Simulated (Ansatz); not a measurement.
Crystal: Zn.

```
CELL_PARAMETERS angstrom
3.77113 0.00000 0.00000
0.00000 3.77113 0.00000
0.00000 0.00000 3.77113
ATOMIC_POSITIONS crystal
Zn 0.00000 0.50000 0.50000
Zn 0.50000 0.00000 0.50000
Zn 0.50000 0.50000 0.00000
```

The cell was built by a generator and needn't be a form met in nature.

- Program: Ansatz 0.2.0
- Task: relaxation of cell and atoms
- Functional: LDA
- Potentials or basis: Ansatz PAW
- Cutoff: 420 eV (not typed: the program's choice for these potentials)
- k mesh: 7 × 7 × 7
- Occupations: fermi-dirac, width 0.05 eV
- Spin: no spin polarisation

At the start: volume 17.88 Å³/atom.

Where does the relaxation end?

It ends after 5 steps and the volume is 15.70 Å³/atom (-12.2 %); space group Pm-3m (No. 221, to 0.05 Å).

Step by step:
```csv
step,energy change (eV),largest force (eV/Å),volume (Å³)
1,0.0000,0.0000,53.63
2,-0.1447,0.0000,49.37
3,-0.1662,0.0000,46.38
4,-0.1689,0.0000,47.11
5,-0.1677,0.0000,47.11
```

Final structure:
```
Zn
1.0
     3.61169    0.00000    0.00000
     0.00000    3.61169    0.00000
     0.00000    0.00000    3.61169
Zn
3
Direct
  0.00000 0.50000 0.50000
  0.50000 0.00000 0.50000
  0.50000 0.50000 0.00000
```

Caveat: the plane-wave basis is chosen anew once the cell has moved, so the energies of steps on either side of that aren't comparable; the PAW data sets come from PBE, with cores solved anew for the run's functional, which leaves a small shift of forces and pressure.
